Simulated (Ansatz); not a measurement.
This script makes an equation of state with a fit of W, space group Fm-3m with the Python package of Ansatz (0.2.0).

`w.py`:
```python
'''Energy against volume for W, with a fit.'''

import ansatz as az
import numpy as np

SMEARING_WIDTH = 0.2
TOLERANCE = 1e-09
MAX_SCF = 80
FUNCTIONAL = 'r2scan'
KGRID = (10, 10, 10)

VECTORS = np.array([
    [0.0, 2.03, 2.03],
    [2.03, 0.0, 2.03],
    [2.03, 2.03, 0.0],
])
SITES = [
    ('W', [0.0, 0.0, 0.0]),
]


def make_crystal(cell):
    crystal = az.Crystal(lattice=az.Lattice.of(cell))
    for symbol, position in SITES:
        crystal = crystal.atom(symbol, position)
    return crystal

# uniform scaling of the cell
volumes, energies = [], []
for scale in np.linspace(0.92, 1.08, 7):
    cell = VECTORS * scale ** (1 / 3)
    calculation = (
        make_crystal(cell).calculation()
        .occupations(az.OccupationsMethod.METHFESSEL_PAXTON, width=SMEARING_WIDTH)
        .scf(tolerance=TOLERANCE, max_iterations=MAX_SCF)
        .functional(FUNCTIONAL)
        .basis(14 * az.Ha, density_ratio=4)
        .accuracy('medium')
        .kpoints(*KGRID)
    )
    rep = calculation.run(threads=1, pin='off').report
    volumes.append(abs(np.linalg.det(cell)) / len(SITES))
    energies.append(rep['free_energy_ev'] / len(SITES))
    print(f'V = {volumes[-1]:8.4f} A^3/atom  F = {energies[-1]:.5f} eV/atom')

# third-order Birch-Murnaghan: a cubic in V^(-2/3)
x = np.array(volumes) ** (-2 / 3)
poly = np.polynomial.Polynomial.fit(x, energies, 3).convert()
roots = poly.deriv().roots()
x0 = min((r.real for r in roots if abs(r.imag) < 1e-9 and poly.deriv(2)(r.real) > 0), key=lambda r: abs(r - x.mean()))
v0 = x0 ** -1.5
b0 = 4 / 9 * poly.deriv(2)(x0) * v0 ** (-7 / 3) * 160.21766
b1 = 4 + 2 / 3 * x0 * poly.deriv(3)(x0) / poly.deriv(2)(x0)
print(f'V0 = {v0:.4f} A^3/atom, B0 = {b0:.1f} GPa, dB/dP = {b1:.2f}')
```

Where does the minimum lie against the volume typed, and how stiff is the crystal?

A third-order Birch-Murnaghan fit through the 7 points has its minimum at 16.23 Å³ an atom, 3.0 % below the typed cell, with a bulk modulus of 296 GPa and dB/dP = 3.8. From that minimum the energy rises by 43.8 meV an atom on the compressed side and 161.4 meV on the expanded side.

The run itself:

```console
$ python w.py
DeckWarning: basis.ecutwfc = 380.959407443832 eV is below the records' recommended 500 eV, and the density's cutoff is lower with it unless basis.ecutrho_ratio is high enough to keep the records' density cutoff: compare with a run at a higher cutoff
DeckWarning: basis.ecutrho_ratio = 4 (ecutrho = 1523.837629775328 eV) is below the records' recommended 2000 eV
V =  15.3924 A^3/atom  F = -10396.68491 eV/atom
V =  15.8385 A^3/atom  F = -10396.71947 eV/atom
V =  16.2847 A^3/atom  F = -10396.72852 eV/atom
V =  16.7309 A^3/atom  F = -10396.71522 eV/atom
V =  17.1770 A^3/atom  F = -10396.68234 eV/atom
V =  17.6232 A^3/atom  F = -10396.63230 eV/atom
V =  18.0693 A^3/atom  F = -10396.56725 eV/atom
V0 = 16.2326 A^3/atom, B0 = 296.0 GPa, dB/dP = 3.83
```
(Warnings from the package without file and line.)

These settings explore the input space; cutoff and mesh may be short of convergence. The cutoff lies under the one recommended for these potentials. No spin polarisation was allowed. Under the recommended cutoff a pressure can be off by several GPa, even in sign. For a metal this k-point mesh is coarse: on a finer one energies can move by several to tens of meV an atom and pressures by half a GPa or more, differences at one mesh by less. Spin-orbit coupling, which matters for elements this heavy, is left out. This isn't the structure that W takes at ambient conditions. Run time: 7 s on 1 thread of Arm Neoverse V1, on a shared host, peak memory 0.34 GiB.
